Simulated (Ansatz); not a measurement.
**CH5InS: up Jacob's ladder to CCSD(T)**

An exercise on one series of results from a longer session: the logs are not shown, and one member is left open.

Computed with Ansatz 0.2.0, Gaussian basis. Level: functionals in def2-TZVPP, the program's frozen cores in correlated methods.

The runs, in order: LDA (SPW92), PBE-D4, revPBE-D4, BLYP-D4, r2SCAN-D4, B97M-V, PBE0-D4, B3LYP-D4, r2SCANh-D4, r2SCAN0-D4, HSE06-D4, BHLYP-D4, CAM-B3LYP-D4, LC-ωPBE, ωB97X-V, ωB97M-V, B2PLYP, PBE-QIDH; CCSD(T)/def2-SVP; CCSD(T)/def2-TZVPP; MP2/def2-QZVPP; extrapolation to the limit; RPA on PBE.

**The geometry**

All runs share one geometry, relaxed beforehand with PBE0-D4 in a triple-zeta def2 set. In takes the def2 core potential; no spin-orbit term is included.

SMILES `[CH3][InH][SH]`, 8 atoms, charge 0, spin multiplicity 1.

Atoms are counted from 1 here; the program's logs count them from 0.

Bond lengths: C1–In2 2.143 Å, C1–H4 1.092 Å, C1–H5 1.090 Å, C1–H6 1.091 Å, In2–S3 2.399 Å, In2–H7 1.716 Å, S3–H8 1.343 Å. Angles: In2–C1–H4 109.4°, In2–C1–H5 110.4°, In2–C1–H6 110.4°, H4–C1–H5 108.9°, H4–C1–H6 108.2°, H5–C1–H6 109.4°, C1–In2–S3 116.6°, C1–In2–H7 130.3°, S3–In2–H7 113.2°, In2–S3–H8 94.4°.

Set-up of the first run:

The input, in.yaml:

```yaml
crystal:
  periodic: [false, false, false]
  atoms:
    - {symbol: C, position_ang: [-0.661346, 1.040151, 0.284336]}
    - {symbol: In, position_ang: [0.667916, -0.248322, -0.795052]}
    - {symbol: S, position_ang: [1.026645, -2.433937, 0.126453]}
    - {symbol: H, position_ang: [-1.610679, 1.111909, -0.250157]}
    - {symbol: H, position_ang: [-0.848043, 0.644646, 1.282238]}
    - {symbol: H, position_ang: [-0.238527, 2.042389, 0.365081]}
    - {symbol: H, position_ang: [1.535669, 0.021067, -2.250611]}
    - {symbol: H, position_ang: [0.220363, -2.235102, 1.182012]}
basis:
  gaussian: {orbitals: def2-TZVPP}
hamiltonian: {xc: lda}
output: {orbitals: {seedname: orbitals}}
```

Among the steps run: LDA; PBE-D4 (GGA); revPBE-D4 (GGA); BLYP-D4 (GGA); r2SCAN-D4 (meta-GGA); B97M-V (meta-GGA); PBE0-D4 (hybrid); B3LYP-D4 (hybrid); r2SCANh-D4 (hybrid); r2SCAN0-D4 (hybrid); HSE06-D4 (hybrid); BHLYP-D4 (hybrid); CAM-B3LYP-D4 (range-separated); LC-ωPBE-D4 (range-separated; the results give it without D4); ωB97X-V (range-separated); ωB97M-V (range-separated); B2PLYP (double hybrid); PBE-QIDH (double hybrid).

One table of the session follows, with a row left open; its other results are not shown here.

It belongs to the step «Orbital energies across the functionals». 

```
  functional  HOMO (eV)  LUMO (eV)  gap (eV)
 LDA (SPW92)      -6.23      -2.28      3.94
      PBE-D4          ?          ?         ?
   revPBE-D4      -6.01      -1.91      4.11
     BLYP-D4      -5.91      -1.98      3.93
   r2SCAN-D4      -6.33      -1.77      4.57
      B97M-V      -6.40      -2.01      4.39
     PBE0-D4      -7.23      -1.32      5.91
    B3LYP-D4      -6.99      -1.59      5.40
  r2SCANh-D4      -6.76      -1.52      5.24
  r2SCAN0-D4      -7.40      -1.16      6.24
    HSE06-D4      -6.83      -1.68      5.15
    BHLYP-D4      -8.24      -0.68      7.56
CAM-B3LYP-D4      -8.53      -0.53      8.00
     LC-ωPBE      -9.92       0.55     10.47
     ωB97X-V      -9.56       0.42      9.98
     ωB97M-V      -9.41       0.14      9.55
```

Q: Estimate the row for PBE-D4 from the others.

The run gave: HOMO (eV): -6.08; LUMO (eV): -2.02; gap (eV): 4.05. In the column «HOMO (eV)» it lies between LDA (SPW92) (-6.23) and revPBE-D4 (-6.01).
